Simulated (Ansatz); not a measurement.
# GeNH2+ (singlet): wave-function methods side by side, cc-pVDZ

Aim: climb from Hartree-Fock through coupled cluster and multireference methods for GeNH2+ (singlet) at one geometry and basis, and see what each rung misses.

Computed with Ansatz 0.2.0, Gaussian basis. Level: cc-pVDZ, core rule «outside noble gas», up to 15 orbitals frozen.

Plan: UHF; CCSD(T) on RHF; BCCD(T) on RHF; CISD; CCSDT(Q) on RHF; CASSCF and MRCISD+Q, 10 electrons in 10 orbitals; CASSCF and NEVPT2, 10 electrons in 10 orbitals.

15 further runs of the same task are left out: 6 that didn't finish, 9 set aside as unsound or not needed.

### Step 1. The geometry

The geometry is a PBE0/def2-TZVP stationary point (not a proven minimum) of the parent state, kept for this charge and spin. No spin-orbit coupling is included. The filled d shell of Ge may be among the frozen orbitals whatever the setting's name suggests; the logs give the count.

4 atoms, charge 1, spin multiplicity 1.

Atoms are counted from 1 here; the program's logs count them from 0.

Bond lengths: Ge1–N2 1.816 Å, N2–H3 1.009 Å, N2–H4 1.009 Å. Angles: Ge1–N2–H3 124.1°, Ge1–N2–H4 124.1°, H3–N2–H4 111.9°.

Coordinates:

```csv
atom,x (Å),y (Å),z (Å)
Ge1,0.00000,0.00000,0.34110
N2,0.00000,0.00000,-1.47530
H3,0.00000,0.83610,-2.04060
H4,0.00000,-0.83610,-2.04060
```

In the tables R marks a restricted determinant and U an unrestricted one; 'valence' is the active space of 10 electrons in 10 orbitals; energies count from the table's Hartree-Fock row.

### Step 2. UHF

The input, in.yaml:

```yaml
crystal:
  periodic: [false, false, false]
  atoms:
    - {symbol: Ge, position_ang: [0.000000, 0.000000, 0.341103]}
    - {symbol: N, position_ang: [0.000000, 0.000000, -1.475302]}
    - {symbol: H, position_ang: [0.000000, 0.836103, -2.040604]}
    - {symbol: H, position_ang: [0.000000, -0.836103, -2.040604]}
basis:
  gaussian: {orbitals: cc-pVDZ}
total_charge: 1
magnetization: {spin_polarized: true, initial_magnetization: 0}
hamiltonian: {xc: hf}
output: {orbitals: {seedname: orbitals}}
```

Command:

```
> ansatz run in.yaml --threads 1 --pin off --events-out ev --progress --plain --max-ram 2393MiB
```

Log:

```text
Functional definition: HF
  name "HF"
  cite "Fock, Z. Phys. 61, 126 (1930) doi:10.1007/BF01340294"
  parent pbe
  exchange = exact_x
  correlation = 0
551 factors; integrals over basis functions are off by at most 1.4e-3 eV
mean field evaluation 1: about -57970.8980 eV, gradient 4.3e1 eV
mean field evaluation 2: about -57970.8985 eV, gradient 4.3e1 eV
mean field evaluation 4: about -57979.2262 eV, gradient 2.8e0 eV
mean field evaluation 8: about -57979.2951 eV, gradient 2.1e-2 eV
mean field evaluation 16: about -57979.1244 eV, gradient 1.3e0 eV
mean field evaluation 32: about -57970.7213 eV, gradient 1.3e1 eV
mean field evaluation 64: about -57971.8294 eV, gradient 7.1e0 eV
mean field -57979.29448115 eV, -2130.6997724049 hartree, gradient 4.6e-5 eV, S^2 0.000000; 0 other end points of the search recorded, 0 dependent functions left out
reference -57979.29448115 eV, -2130.6997724049 hartree; 20, 20 occupied and 31, 31 virtual orbitals, 551 factors
Total energy: -57979.29448115 eV, -2130.6997724049 hartree
```

It took 0.99 s on 1 thread of Arm Neoverse V2, shared host.

From the report: ⟨S²⟩ of the determinant 0.000 (pure singlet: 0.00).

The unrestricted search falls back on the restricted solution.

### Step 3. CCSD(T) on RHF

in.yaml, as its differences from that of step 2:

```diff
@@ -10,4 +10,3 @@
 total_charge: 1
-magnetization: {spin_polarized: true, initial_magnetization: 0}
-hamiltonian: {xc: hf}
-output: {orbitals: {seedname: orbitals}}
+magnetization: {spin_polarized: false}
+correlation: {method: ccsd_t, electrons: outside_noble_gas}
```

The command is unchanged.

Log, shortened:

```text
Functional definition: HF
  name "HF"
  cite "Fock, Z. Phys. 61, 126 (1930) doi:10.1007/BF01340294"
  parent pbe
[...]
551 factors; integrals over basis functions are off by at most 1.4e-3 eV
[...]
mean field -57979.29448115 eV, -2130.6997724049 hartree, gradient 2.4e-6 eV, S^2 0.000000; 0 other end points of the search recorded, 0 dependent functions left out
15 core orbitals not correlated: weight in the atoms' cores, before any rotation towards them, 0.998 or more for the frozen orbitals, at most 0.001 for the correlated occupied ones
reference -57979.29448115 eV, -2130.6997724049 hartree; 5, 5 occupied and 31, 31 virtual orbitals, 551 factors
second order -6.35958840 eV of doubles, -0.00000000 eV of singles
cycle   1  -6.62129601 eV  change   -2.6e-1 eV  update   8.8e-2
[...]
cycle  10  -6.94464143 eV  change    5.2e-6 eV  update   4.4e-6
perturbative correction -0.22671857 eV, -0.0083317536 hartree
Total energy: -57986.46584115 eV, -2130.9633150239 hartree
```

Wall time 0.63 s (1 thread of Arm Neoverse V2, shared host).

From the report: correlation -7.1714 eV; T1 0.024; largest double amplitude 0.08.

### Step 4. BCCD(T) on RHF

in.yaml, as its differences from that of step 3:

```diff
@@ -11,2 +11,2 @@
 magnetization: {spin_polarized: false}
-correlation: {method: ccsd_t, electrons: outside_noble_gas}
+correlation: {method: bccd_t, electrons: outside_noble_gas}
```

Same command.

Log, shortened:

```text
Functional definition: HF
  name "HF"
  cite "Fock, Z. Phys. 61, 126 (1930) doi:10.1007/BF01340294"
  parent pbe
[...]
551 factors; integrals over basis functions are off by at most 1.4e-3 eV
[...]
mean field -57979.29448115 eV, -2130.6997724049 hartree, gradient 2.4e-6 eV, S^2 0.000000; 0 other end points of the search recorded, 0 dependent functions left out
15 core orbitals not correlated: weight in the atoms' cores, before any rotation towards them, 0.998 or more for the frozen orbitals, at most 0.001 for the correlated occupied ones
reference -57979.29448115 eV, -2130.6997724049 hartree; 5, 5 occupied and 31, 31 virtual orbitals, 551 factors
second order -6.35958840 eV of doubles, -0.00000000 eV of singles
cycle   1  -6.63230830 eV  change   -2.7e-1 eV  update   8.8e-2
[...]
cycle  10  -6.92438971 eV  change    3.2e-6 eV  update   7.2e-6
perturbative correction -0.24657655 eV, -0.0090615211 hartree
Total energy: -57986.46544741 eV, -2130.9633005542 hartree
```

Wall time 0.69 s (1 thread of Arm Neoverse V2, shared host).

From the report: correlation -7.1710 eV; largest double amplitude 0.08.

### Step 5. CISD

in.yaml, as its differences from that of step 4:

```diff
@@ -10,3 +10,2 @@
 total_charge: 1
-magnetization: {spin_polarized: false}
-correlation: {method: bccd_t, electrons: outside_noble_gas}
+correlation: {active_space: {ras: {orbitals: [5, 0, 31], electrons: 10, max_holes: 2, max_particles: 2}, fixed_orbitals: true}}
```

The command is unchanged.

Log:

```text
Functional definition: HF
  name "HF"
  cite "Fock, Z. Phys. 61, 126 (1930) doi:10.1007/BF01340294"
  parent pbe
  exchange = exact_x
  correlation = 0
551 factors; integrals over basis functions are off by at most 1.4e-3 eV
mean field evaluation 1: about -57970.8980 eV, gradient 6.1e1 eV
mean field evaluation 2: about -57970.8985 eV, gradient 6.1e1 eV
mean field evaluation 4: about -57979.2262 eV, gradient 4.0e0 eV
mean field evaluation 8: about -57979.2945 eV, gradient 1.2e-3 eV
mean field -57979.29448115 eV, -2130.6997724049 hartree, gradient 2.4e-6 eV, S^2 0.000000; 0 other end points of the search recorded, 0 dependent functions left out
reference -57979.29448115 eV, -2130.6997724049 hartree; 20, 20 occupied and 31, 31 virtual orbitals, 551 factors
state -57985.70850474 eV, -2130.9354834242 hartree
Total energy: -57985.70850474 eV, -2130.9354834242 hartree
```

It took 0.93 s on 1 thread of Arm Neoverse V2, shared host.

From the report: 9,024 determinants.

### Step 6. CCSDT(Q) on RHF

in.yaml, as its differences from that of step 5:

```diff
@@ -10,2 +10,3 @@
 total_charge: 1
-correlation: {active_space: {ras: {orbitals: [5, 0, 31], electrons: 10, max_holes: 2, max_particles: 2}, fixed_orbitals: true}}
+magnetization: {spin_polarized: false}
+correlation: {method: ccsdt_q, electrons: outside_noble_gas}
```

Same command.

Log, shortened:

```text
Functional definition: HF
  name "HF"
  cite "Fock, Z. Phys. 61, 126 (1930) doi:10.1007/BF01340294"
  parent pbe
[...]
994 factors; integrals over basis functions are off by at most 2.3e-7 eV
[...]
mean field -57979.29460470 eV, -2130.6997769454 hartree, gradient 2.3e-6 eV, S^2 0.000000; 0 other end points of the search recorded, 0 dependent functions left out
15 core orbitals not correlated: weight in the atoms' cores, before any rotation towards them, 0.998 or more for the frozen orbitals, at most 0.001 for the correlated occupied ones
reference -57979.29460470 eV, -2130.6997769454 hartree; 5, 5 occupied and 31, 31 virtual orbitals, 994 factors
second order -6.35959944 eV of doubles, -0.00000000 eV of singles
cycle   1  -6.62128599 eV  change   -2.6e-1 eV  update   9.9e-2
[...]
cycle  15  -7.18980052 eV  change   -3.7e-9 eV  update   4.2e-7
perturbative correction -0.02488220 eV, -0.0009144040 hartree
Total energy: -57986.50928742 eV, -2130.9649116450 hartree
```

Run time: 3.3 s. Hardware: 1 thread of Arm Neoverse V2, shared host.

From the report: correlation -7.2147 eV; T1 0.026; largest double amplitude 0.11.

### Step 7. CASSCF and MRCISD+Q, 10 electrons in 10 orbitals

in.yaml, as its differences from that of step 6:

```diff
@@ -10,3 +10,2 @@
 total_charge: 1
-magnetization: {spin_polarized: false}
-correlation: {method: ccsdt_q, electrons: outside_noble_gas}
+correlation: {method: fic_mrcisd_q, electrons: outside_noble_gas, active_space: {window: {electrons: 10, orbitals: 10}, shells: [{species: Ge, l: s, shell: 4}, {species: Ge, l: p, shell: 4}, {species: H, l: s, shell: 1}, {species: "N", l: s, shell: 2}, {species: "N", l: p, shell: 2}]}}
```

Launched as before.

Log, shortened:

```text
Functional definition: HF
  name "HF"
  cite "Fock, Z. Phys. 61, 126 (1930) doi:10.1007/BF01340294"
  parent pbe
[...]
994 factors; integrals over basis functions are off by at most 2.3e-7 eV
[...]
mean field -57979.29460470 eV, -2130.6997769454 hartree, gradient 2.3e-6 eV, S^2 0.000000; 0 other end points of the search recorded, 0 dependent functions left out
reference -57979.29460470 eV, -2130.6997769454 hartree; 20, 20 occupied and 31, 31 virtual orbitals, 994 factors
state -57982.99959754 eV, -2130.8359329208 hartree
contracted CI cycle   1: correlation 0.00000000 eV, 0.0000000000 hartree, residual 1.72e1 eV
contracted CI cycle   2: correlation -3.13367816 eV, -0.1151605484 hartree, residual 3.35e0 eV
contracted CI cycle   3: correlation -3.26898940 eV, -0.1201331445 hartree, residual 8.83e-1 eV
contracted CI cycle   4: correlation -3.27941060 eV, -0.1205161166 hartree, residual 2.88e-1 eV
contracted CI cycle   5: correlation -3.28040792 eV, -0.1205527675 hartree, residual 8.22e-2 eV
contracted CI cycle   6: correlation -3.28048986 eV, -0.1205557786 hartree, residual 2.45e-2 eV
contracted CI cycle   7: correlation -3.28049713 eV, -0.1205560458 hartree, residual 7.91e-3 eV
contracted CI cycle   8: correlation -3.28049780 eV, -0.1205560706 hartree, residual 2.15e-3 eV
contracted CI cycle   9: correlation -3.28049785 eV, -0.1205560725 hartree, residual 6.48e-4 eV
state -57982.99959754 eV, -2130.8359329208 hartree; corrected -57986.43914588 eV, -2130.9623339911 hartree
Total energy: -57986.43914588 eV, -2130.9623339911 hartree
Checks for a lower state left out: starts, orbital_swaps
```

Wall time 9 s (1 thread of Arm Neoverse V2, shared host); peak memory 0.55 GiB.

From the report: 16,072 determinants; active occupations 1.98, 1.98, 1.98, 1.96, 1.94, 0.05, 0.04, 0.03, 0.02, 0.02.

### Step 8. CASSCF and NEVPT2, 10 electrons in 10 orbitals

The input, in.yaml:

```yaml
crystal:
  periodic: [false, false, false]
  atoms:
    - {symbol: Ge, position_ang: [0.000000, 0.000000, 0.341103]}
    - {symbol: N, position_ang: [0.000000, 0.000000, -1.475302]}
    - {symbol: H, position_ang: [0.000000, 0.836103, -2.040604]}
    - {symbol: H, position_ang: [0.000000, -0.836103, -2.040604]}
basis:
  gaussian: {orbitals: cc-pVDZ}
total_charge: 1
correlation: {method: sc_nevpt2, electrons: outside_noble_gas, active_space: {window: {electrons: 10, orbitals: 10}, shells: [{species: Ge, l: s, shell: 4}, {species: Ge, l: p, shell: 4}, {species: H, l: s, shell: 1}, {species: "N", l: s, shell: 2}, {species: "N", l: p, shell: 2}]}}
```

Launched as before.

Log:

```text
Functional definition: HF
  name "HF"
  cite "Fock, Z. Phys. 61, 126 (1930) doi:10.1007/BF01340294"
  parent pbe
  exchange = exact_x
  correlation = 0
994 factors; integrals over basis functions are off by at most 2.3e-7 eV
mean field evaluation 1: about -57970.8979 eV, gradient 6.1e1 eV
mean field evaluation 2: about -57970.8987 eV, gradient 6.1e1 eV
mean field evaluation 4: about -57979.2261 eV, gradient 3.9e0 eV
mean field evaluation 8: about -57979.2946 eV, gradient 1.3e-3 eV
mean field -57979.29460470 eV, -2130.6997769454 hartree, gradient 2.3e-6 eV, S^2 0.000000; 0 other end points of the search recorded, 0 dependent functions left out
reference -57979.29460470 eV, -2130.6997769454 hartree; 20, 20 occupied and 31, 31 virtual orbitals, 994 factors
state -57982.99959754 eV, -2130.8359329208 hartree
state -57982.99959754 eV, -2130.8359329208 hartree; corrected -57985.57794302 eV, -2130.9306853695 hartree
Total energy: -57985.57794302 eV, -2130.9306853695 hartree
Checks for a lower state left out: starts, orbital_swaps
```

Run time: 7 s. Hardware: 1 thread of Arm Neoverse V2, shared host.

From the report: 16,072 determinants; active occupations 1.98, 1.98, 1.98, 1.96, 1.94, 0.05, 0.04, 0.03, 0.02, 0.02.

### Step 9. How many determinants matter

Natural occupations of the CASSCF valence state about the gap (report; correlated orbitals 1 to 10): 1.983, 1.976, 1.976, 1.957, 1.941, 0.054, 0.043, 0.028, 0.021, 0.020. The count of effectively unpaired electrons, Σ n²(2 − n)², is 0.05; a single determinant of this spin has 0.

### Step 10. All levels against the top one

The yardstick is RCCSDT(Q), where the cluster series has nearly closed. Rows without a time come out of other runs: HF, MP2 and CCSD of CCSD(T), CCSDT of CCSDT(Q), CASSCF and MRCISD of the multireference runs.

Differences are taken before rounding.

```csv
method,energy from the lowest RHF (kJ/mol),from RCCSDT(Q) (kJ/mol),time
RHF,0.0,+696.1,
RMP2,-613.6,+82.5,
RCCSD,-670.1,+26.1,
RCCSD(T),-691.9,+4.2,0.63 s
BCCD(T),-691.9,+4.2,0.69 s
RCCSDT,-693.7,+2.4,
RCCSDT(Q),-696.1,0,3.3 s
CASSCF valence,-357.5,+338.6,
NEVPT2 valence,-606.3,+89.9,7 s
MRCISD valence,-674.0,+22.1,
MRCISD+Q valence,-689.4,+6.8,9 s
```

Among the levels timed on like hardware and quicker than the yardstick, those that no quicker one beats, quickest first: RCCSD(T) (0.63 s, +4.2 kJ/mol). Runs this short are mostly start-up, so their order is noise.

Not comparable, so not listed: CISD (they don't share determinant, frozen orbitals or solution with the rows shown, or repeat one).

### Step 11. Outcome

| quantity | value |
| --- | --- |
| RCCSDT(Q) below the RHF energy | -7.2148 eV |
| RMP2 from RCCSDT(Q) | +82.5 kJ/mol |
| RCCSD from RCCSDT(Q) | +26.1 kJ/mol |
| RCCSD(T) from RCCSDT(Q) | +4.2 kJ/mol |
| NEVPT2 valence from RCCSDT(Q) | +89.9 kJ/mol |
| MRCISD+Q valence from RCCSDT(Q) | +6.8 kJ/mol |
| levels within 1 kcal/mol (43 meV) | RCCSDT |
| T1 diagnostic | 0.024 |
| effectively unpaired electrons | 0.05 |

What this shows: RCCSD(T) misses by +4.2 kJ/mol, 0.6 % of the correlation energy. One determinant dominates. Of the multireference levels listed MRCISD+Q valence comes nearest in total energy (+6.8 kJ/mol), which doesn't show that its space is the better one. These misses are within one basis, not against nature.
